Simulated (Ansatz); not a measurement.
Runs of Ansatz 0.2.0 on LiMo. Symmetry: P-6m2, No. 187, hexagonal system. The conventional cell has a = 2.673 Å, b = 2.673 Å, c = 5.005 Å, α = 90.00°, β = 90.00°, γ = 120.00°. Li (site symmetry -6m2) is surrounded by 6 Li at 2.67 Å and 6 Mo at 2.94 Å. Mo (site symmetry -6m2) is surrounded by 6 Mo at 2.67 Å and 6 Li at 2.94 Å. The cell was built by a generator and needn't be a form met in nature.

```csv
level,gap on the mesh (eV),pressure (GPa)
revPBE,none,2.7
RPBE,none,3.2
PBEsol,none,(b)
BLYP,none,4.4
PBE,none,(a)
```

Alike in all rows: task band structure; potentials or basis Ansatz PAW; no spin polarisation; cell as given; k mesh 11 × 11 × 6; cutoff (eV) 420; smearing fermi-dirac 0.05 eV.

**Question.** Fill in the values left out.

**Answer.** (a) 0.9; (b) -2.5.

Caveats: the PAW data sets come from PBE, with cores solved anew for the run's functional, which leaves a small shift of forces and pressure (some runs); the potentials were made for another functional, which shifts forces and pressure (some runs).

A k mesh can miss the band edges, and the runs leave out spin-orbit coupling on Mo.

A gap of «none» marks a metal or a gap under the smearing width.

Not every run made on this cell is shown here.
